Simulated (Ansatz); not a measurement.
# SnTe3 (Fm-3m) in Ansatz: notebook

One crystal, SnTe3, is run at these levels: LDA; tasks: single point, equation of state.

All numbers are computed with Ansatz 0.2.0; they aren't measurements. Logs are shortened: lines on timing, memory, paths and dates and some standing lists are left out, and cuts for length are marked.

**1. Starting point**

Symmetry: Fm-3m, No. 225, cubic system. The conventional cell has a = 7.722 Å, b = 7.722 Å, c = 7.722 Å, α = 90.00°, β = 90.00°, γ = 90.00°. Te (site symmetry m-3m) is surrounded by 8 Te at 3.34 Å. Te (site symmetry -43m) is surrounded by 4 Te at 3.34 Å and 4 Sn at 3.34 Å. Around Sn (site symmetry m-3m) lie 8 Te at 3.34 Å.

The cell comes from a database or a generator and needn't be the stable form of this composition.

**2. Single point, LDA, 27.06 Å³/atom (volume scaled by 0.94)**

Contents of input.yaml:

```yaml
crystal:
  lattice:
    - [0.0, 3.7823964951, 3.7823964951]
    - [3.7823964951, 0.0, 3.7823964951]
    - [3.7823964951, 3.7823964951, 0.0]
  atoms:
    - { symbol: Te, position: [0.5, 0.5, 0.5] }
    - { symbol: Te, position: [0.75, 0.75, 0.75] }
    - { symbol: Te, position: [0.25, 0.25, 0.25] }
    - { symbol: Sn, position: [0.0, 0.0, 0.0] }
kpoints:
  mp_grid: { grid: [6, 6, 6] }
scf:
  occupations: { method: fermi_dirac, width: 0.05 }
hamiltonian:
  xc: lda
  pseudopotentials: { kind: all_electron, lapw: { basis_error: 0.002 } }
output:
  forces: true
  stress: true
  eigenvalues: true
```

Potentials or basis: all-electron LAPW, scalar-relativistic.

On the command line:

```
ansatz run input.yaml --threads 2 --pin off --max-ram 8192MiB --backend cpu --events-out ev --progress --plain --runs-dir out
```

Output:

```text
Warning: RAYON_NUM_THREADS=2 ignored (pool sized by the plan → 2); use --threads N
LAPW: plane waves up to 6.325 Å⁻¹, error target 2.0e-3 eV per atom; small_component_spin mean_spin; Sn in spheres of 1.660 Å, 22 of its electrons in bands, Dirac shells []; Te in spheres of 1.616 Å, 24 of its electrons in bands, Dirac shells [] (how accurate: hamiltonian.pseudopotentials.lapw.basis_error, Limitations)
Engine: ansatz 0.2.0, aarch64-unknown-linux-gnu
Pseudopotentials: kind: all_electron
Pseudopotential: Te, LAPW, valence charge 24, lapw/all_electron/scalar/gaussian/Te, Koelling and Harmon's equation, gaussian nucleus
Pseudopotential: Sn, LAPW, valence charge 22, lapw/all_electron/scalar/gaussian/Sn, Koelling and Harmon's equation, gaussian nucleus
Functional definition: SPW92
  exchange = slater_x
  correlation = pw_c
Crystal: 4 atoms, lattice volume = 108.226 Å³
Basis set: ecut = 152.411796851178 eV, 459 PW (Γ), exchange–correlation at level 2
Bands: 57, of which v1, the nominal top of the filled ones, is band 47 counted from 1 (46 counted from 0)
Symmetry: 48 space group operations
Space group: Fm-3m (ITA 225), of the structure as read, at distance tolerance 4.8e-5 Å
k-points: 16 of 216
Non-local potential: Te, projectors of the file, none
Non-local potential: Sn, projectors of the file, none
Initial density: superposition of atomic densities (chi_scale 0.1, normalization cell, long waves kept (reshape's long-wave potential 0.00 eV rms))
Initial wavefunctions: plane waves of lowest kinetic energy (no species holds an atomic orbital)
Functional: x = slater, c = lda
iter 1 solved again at ethr=1.92e-4 eV; its pass at ethr=1.00e-1 eV (dr2=1.80e-1 eV) is discarded
SCF iter   1: F=—  HF=-722139.883065 eV  |F-HF|=—  |Δ(HF+E_count)|=         —  Δρ=9.00e-3  dr2=1.81e-1  ethr=1.92e-4  ⟨swp⟩=3.0  Hψ=6171  notcnv=0
preconditioner: auto → Kerker (q_TF=auto, 2.665 Å⁻¹)  [metal: Δε(μ)=0.021 eV  Ē_g=10.210 eV  σ=0.050 eV  W_gap=0.10  n_scr=26 (ndim 8)  ℏωp=16.7 eV  f_vac=0.000  D(μ)=4.31/eV (n_scr^D=26)]
SCF iter   2: F=—  HF=-722139.813627 eV  |F-HF|=—  |Δ(HF+E_count)|=   6.94e-2  Δρ=4.20e-3  dr2=2.58e-2  ethr=1.92e-4  ⟨swp⟩=2.0  Hψ=2791  notcnv=0
SCF iter   3: F=—  HF=-722139.810655 eV  |F-HF|=—  |Δ(HF+E_count)|=   2.97e-3  Δρ=2.84e-3  dr2=1.54e-2  ethr=2.75e-5  ⟨swp⟩=2.0  Hψ=2709  notcnv=0
iter 4 solved again at ethr=1.04e-6 eV; its pass at ethr=1.63e-5 eV (dr2=9.77e-4 eV) is discarded
SCF iter   4: F=—  HF=-722139.809453 eV  |F-HF|=—  |Δ(HF+E_count)|=   1.20e-3  Δρ=7.79e-4  dr2=9.76e-4  ethr=1.04e-6  ⟨swp⟩=2.0  Hψ=4586  notcnv=0
SCF iter   5: F=—  HF=-722139.809629 eV  |F-HF|=—  |Δ(HF+E_count)|=   1.76e-4  Δρ=3.43e-4  dr2=3.85e-4  ethr=1.04e-6  ⟨swp⟩=2.0  Hψ=2709  notcnv=0
SCF iter   6: F=—  HF=-722139.809443 eV  |F-HF|=—  |Δ(HF+E_count)|=   1.86e-4  Δρ=1.70e-4  dr2=5.55e-5  ethr=4.10e-7  ⟨swp⟩=2.0  Hψ=2709  notcnv=0
SCF iter   7: F=—  HF=-722139.809433 eV  |F-HF|=—  |Δ(HF+E_count)|=   9.55e-6  Δρ=8.45e-5  dr2=1.05e-5  ethr=5.91e-8  ⟨swp⟩=2.0  Hψ=2709  notcnv=0
SCF iter   8: F=—  HF=-722139.809434 eV  |F-HF|=—  |Δ(HF+E_count)|=   2.81e-7  Δρ=2.34e-5  dr2=1.34e-6  ethr=1.11e-8  ⟨swp⟩=2.0  Hψ=2709  notcnv=0
SCF iter   9: F=—  HF=-722139.809433 eV  |F-HF|=—  |Δ(HF+E_count)|=   4.04e-7  Δρ=8.37e-6  dr2=7.28e-8  ethr=1.43e-9  ⟨swp⟩=2.0  Hψ=2709  notcnv=0
SCF iter  10: F=-722139.809433 eV  HF=-722139.809433 eV  |F-HF|=3.96e-8  |Δ(HF+E_count)|=   6.57e-8  Δρ=4.58e-6  dr2=5.86e-8  ethr=7.74e-11  ⟨swp⟩=2.0  Hψ=2709  notcnv=0
SCF 1 converged in 10 iterations: F = -722139.809433 eV  dr2 = 5.86e-8
SCF converged after 10 iterations
Free energy (F): -722139.809433 eV
Harris-Foulkes:  -722139.809433 eV  (|F-HF|=3.96e-8)
Internal energy: -722139.771358 eV  (E = F + TS)
E sigma→0 (E₀):  -722139.790396 eV
Entropy (-TS):   -0.038075 eV (-9.519 meV/atom)
Fermi energy:    14.207380 eV
--- Per-component energies (eV) ---
  E_band       = -3813.916294
  E_kinetic    = 761712.455010
  E_xc         = -18261.941205
  E_electrostatic = -1465590.285163  (all electrons and nuclei)
  E_smearing   = -0.038075  (= −TS)
  E_closure    = 0.000000  (closes the sum)
  E_atoms      = -722124.379963  (free atoms, spherical and without spin; not in F)
  Σ components = -722139.809433   (vs F -722139.809433, Δ=0.00e0)
  Basis errors (estimates in eV, not in F): energy 5.1e-4 per atom: plane waves 4.9e-4 (2.6e-4 summed), levels above the bands 4.4e-62, relativity 2.4e-9, radial functions 1.8e-5, core shells 1.4e-10; eigenvalues (radial functions only) 4.0e-6; not estimated: angular momenta, meshes, grids; target (lapw.basis_error) 2.0e-3; muffin-tin radii Sn 1.660 Å, Te 1.616 Å
--- Forces (eV/Å), atoms counted from 1 ---
  atom   1  Te     0.00000000     0.00000000    -0.00000000
  atom   2  Te     0.00000000    -0.00000000    -0.00000000
  atom   3  Te     0.00000000     0.00000000    -0.00000000
  atom   4  Sn    -0.00000000    -0.00000000    -0.00000000
  max |Σ_I F_I| component: 2.89e-19 eV/Å
--- Stress (GPa, compression-positive) ---
       -0.708315      -0.000000       0.000000
       -0.000000      -0.708315      -0.000000
        0.000000      -0.000000      -0.708315
  P = ⅓ Tr σ = -0.7083 GPa (-7.083 kbar)
--- Band table (eV; the first three rows and the last of 16) ---
  k-point 0: bands = ["-145.4758", "-144.9750", "-144.9750", "-114.9225", "-95.6912", "-95.6912", "-95.6912", "-95.1924", "-95.1924", "-95.1924", "-95.1924", "-95.1924", "-95.1924", "-70.8402", "-70.8402", "-70.8402", "-23.2708", "-23.2708", "-23.2693", "-23.2693", "-23.2693", "-22.7874", "-22.7874", "-22.7832", "-22.7832", "-22.7832", "-22.7785", "-22.7785", "-22.7785", "-22.7749", "-22.7749", "-7.2692", "-7.2692", "-7.2692", "-7.2615", "-7.2615", "0.2259", "3.8794", "4.6029", "8.8936", "10.6593", "10.6593", "10.6593", "10.6668", "10.6668", "10.6668", "12.1951", "12.1951", "12.1951", "17.1859", "17.1859", "18.5784", "18.5784", "18.5784", "24.9911", "24.9911", "24.9911"]
  k-point 1: bands = ["-145.4758", "-144.9750", "-144.9750", "-114.9225", "-95.6912", "-95.6912", "-95.6912", "-95.1924", "-95.1924", "-95.1924", "-95.1924", "-95.1924", "-95.1924", "-70.8402", "-70.8402", "-70.8402", "-23.2708", "-23.2708", "-23.2693", "-23.2693", "-23.2692", "-22.7866", "-22.7866", "-22.7829", "-22.7829", "-22.7828", "-22.7790", "-22.7787", "-22.7787", "-22.7758", "-22.7758", "-7.2696", "-7.2689", "-7.2689", "-7.2615", "-7.2615", "0.4131", "3.7040", "4.3594", "8.3153", "9.8808", "10.0768", "10.0768", "11.0742", "11.0742", "12.1762", "12.4209", "12.4209", "13.6167", "17.2102", "17.8238", "17.8238", "18.3492", "18.3492", "23.8051", "23.8051", "25.3134"]
  k-point 2: bands = ["-145.4758", "-144.9750", "-144.9750", "-114.9225", "-95.6912", "-95.6912", "-95.6912", "-95.1924", "-95.1924", "-95.1924", "-95.1924", "-95.1924", "-95.1924", "-70.8402", "-70.8402", "-70.8402", "-23.2707", "-23.2707", "-23.2694", "-23.2694", "-23.2691", "-22.7844", "-22.7844", "-22.7820", "-22.7820", "-22.7818", "-22.7802", "-22.7795", "-22.7795", "-22.7781", "-22.7781", "-7.2705", "-7.2683", "-7.2683", "-7.2616", "-7.2616", "0.9453", "3.0394", "4.0151", "7.4473", "9.7688", "9.7688", "10.5600", "10.7438", "10.7438", "13.5363", "13.5363", "14.1741", "14.2540", "16.6762", "17.0967", "17.0967", "19.7863", "19.7863", "22.6365", "23.3137", "23.3137"]
  k-point 15: bands = ["-145.4758", "-144.9750", "-144.9750", "-114.9225", "-95.6912", "-95.6912", "-95.6912", "-95.1924", "-95.1924", "-95.1924", "-95.1924", "-95.1924", "-95.1924", "-70.8402", "-70.8402", "-70.8402", "-23.2706", "-23.2705", "-23.2696", "-23.2694", "-23.2690", "-22.7860", "-22.7839", "-22.7829", "-22.7818", "-22.7809", "-22.7802", "-22.7800", "-22.7789", "-22.7787", "-22.7766", "-7.2713", "-7.2682", "-7.2667", "-7.2626", "-7.2612", "2.3321", "2.4318", "2.9160", "6.0319", "9.0165", "9.3535", "10.9201", "11.5091", "13.7411", "14.0875", "14.3992", "14.4698", "15.4245", "16.4744", "17.0336", "17.0500", "20.4352", "20.8642", "20.9554", "21.6399", "21.7944"]
```

Run time: 7.5 s. Hardware: 2 threads of Arm Neoverse V2, shared host; peak memory 0.35 GiB.

Results:

| Item | Value |
| --- | --- |
| Free energy | -722139.8094 eV |
| Pressure | -0.7 GPa |
| Band gap on the k mesh | none (metal or under the smearing width) |

**3. Single point, LDA, 27.63 Å³/atom (volume scaled by 0.96)**

input.yaml, as its differences from that of step 2:

```diff
@@ -2,5 +2,5 @@
   lattice:
-    - [0.0, 3.7823964951, 3.7823964951]
-    - [3.7823964951, 0.0, 3.7823964951]
-    - [3.7823964951, 3.7823964951, 0.0]
+    - [0.0, 3.8090339678, 3.8090339678]
+    - [3.8090339678, 0.0, 3.8090339678]
+    - [3.8090339678, 3.8090339678, 0.0]
   atoms:
```

Potentials or basis: all-electron LAPW, scalar-relativistic.

On the command line:

```
ansatz run input.yaml --threads 2 --pin off --max-ram 8192MiB --backend cpu --events-out ev --progress --plain --runs-dir out
```

Wall time 7.5 s (2 threads of Arm Neoverse V2, shared host); peak memory 0.35 GiB.

It converged, with:

```yaml
Free_energy: -722139.7909 eV
Pressure: -1.8 GPa
Band_gap_on_the_k_mesh: none (metal or under the smearing width)
```

**4. Single point, LDA, 28.21 Å³/atom (volume scaled by 0.98)**

input.yaml, as its differences from that of step 3:

```diff
@@ -2,5 +2,5 @@
   lattice:
-    - [0.0, 3.8090339678, 3.8090339678]
-    - [3.8090339678, 0.0, 3.8090339678]
-    - [3.8090339678, 3.8090339678, 0.0]
+    - [0.0, 3.8353039977, 3.8353039977]
+    - [3.8353039977, 0.0, 3.8353039977]
+    - [3.8353039977, 3.8353039977, 0.0]
   atoms:
```

On the command line:

```
ansatz run input.yaml --threads 2 --pin off --max-ram 8192MiB --backend cpu --events-out ev --progress --plain --runs-dir out
```

It took 7.5 s on 2 threads of Arm Neoverse V2, shared host; peak memory 0.35 GiB.

It converged, with:

* Free energy: -722139.7570 eV
* Pressure: -2.9 GPa
* Band gap on the k mesh: none (metal or under the smearing width)

**5. Single point, LDA, 28.78 Å³/atom**

input.yaml, as its differences from that of step 4:

```diff
@@ -2,5 +2,5 @@
   lattice:
-    - [0.0, 3.8353039977, 3.8353039977]
-    - [3.8353039977, 0.0, 3.8353039977]
-    - [3.8353039977, 3.8353039977, 0.0]
+    - [0.0, 3.861219, 3.861219]
+    - [3.861219, 0.0, 3.861219]
+    - [3.861219, 3.861219, 0.0]
   atoms:
```

On the command line:

```
ansatz run input.yaml --threads 2 --pin off --max-ram 8192MiB --backend cpu --events-out ev --progress --plain --runs-dir out
```

It took 7.2 s on 2 threads of Arm Neoverse V2, shared host; peak memory 0.34 GiB.

The run converged. Its results:

```
Free energy            : -722139.7094 eV
Pressure               : -3.8 GPa
Band gap on the k mesh : none (metal or under the smearing width)
```

**6. Single point, LDA, 29.36 Å³/atom (volume scaled by 1.02)**

input.yaml, as its differences from that of step 5:

```diff
@@ -2,5 +2,5 @@
   lattice:
-    - [0.0, 3.861219, 3.861219]
-    - [3.861219, 0.0, 3.861219]
-    - [3.861219, 3.861219, 0.0]
+    - [0.0, 3.886790732, 3.886790732]
+    - [3.886790732, 0.0, 3.886790732]
+    - [3.886790732, 3.886790732, 0.0]
   atoms:
```

Potentials or basis: all-electron LAPW, scalar-relativistic.

On the command line:

```
ansatz run input.yaml --threads 2 --pin off --max-ram 8192MiB --backend cpu --events-out ev --progress --plain --runs-dir out
```

Wall time 6.5 s (2 threads of Arm Neoverse V2, shared host); peak memory 0.34 GiB.

Results (log left out):

* Free energy: -722139.6493 eV
* Pressure: -4.6 GPa
* Band gap on the k mesh: none (metal or under the smearing width)

**7. Single point, LDA, 29.93 Å³/atom (volume scaled by 1.04)**

input.yaml, as its differences from that of step 6:

```diff
@@ -2,5 +2,5 @@
   lattice:
-    - [0.0, 3.886790732, 3.886790732]
-    - [3.886790732, 0.0, 3.886790732]
-    - [3.886790732, 3.886790732, 0.0]
+    - [0.0, 3.9120303401, 3.9120303401]
+    - [3.9120303401, 0.0, 3.9120303401]
+    - [3.9120303401, 3.9120303401, 0.0]
   atoms:
```

On the command line:

```
ansatz run input.yaml --threads 2 --pin off --max-ram 8192MiB --backend cpu --events-out ev --progress --plain --runs-dir out
```

Wall time 6.5 s (2 threads of Arm Neoverse V2, shared host); peak memory 0.34 GiB.

It converged, with:

```
Free energy            : -722139.5780 eV
Pressure               : -5.3 GPa
Band gap on the k mesh : none (metal or under the smearing width)
```

**8. Single point, LDA, 30.51 Å³/atom (volume scaled by 1.06)**

input.yaml, as its differences from that of step 7:

```diff
@@ -2,5 +2,5 @@
   lattice:
-    - [0.0, 3.9120303401, 3.9120303401]
-    - [3.9120303401, 0.0, 3.9120303401]
-    - [3.9120303401, 3.9120303401, 0.0]
+    - [0.0, 3.9369484026, 3.9369484026]
+    - [3.9369484026, 0.0, 3.9369484026]
+    - [3.9369484026, 3.9369484026, 0.0]
   atoms:
```

On the command line:

```
ansatz run input.yaml --threads 2 --pin off --max-ram 8192MiB --backend cpu --events-out ev --progress --plain --runs-dir out
```

It took 7.3 s on 2 threads of Arm Neoverse V2, shared host; peak memory 0.34 GiB.

Results (log left out):

| Quantity | Value |
| --- | --- |
| Free energy | -722139.4970 eV |
| Pressure | -5.9 GPa |
| Band gap on the k mesh | none (metal or under the smearing width) |

**9. Equation of state, LDA**

Potentials or basis: all-electron LAPW, scalar-relativistic.

No new run: the results of the series are fitted here.

What came out:

```yaml
Equilibrium_volume: "26.72 Å³/atom (rough: see the caveat)"
Bulk_modulus: 59 GPa (rough)
```

Energy against volume, from the lowest point:
| volume (Å³/atom) | energy (meV/atom) |
| --- | --- |
| 27.056 | 0.00 |
| 27.632 | 4.63 |
| 28.208 | 13.10 |
| 28.783 | 25.00 |
| 29.359 | 40.03 |
| 29.935 | 57.85 |
| 30.510 | 78.12 |

Caveat: the minimum lies outside the volumes run.
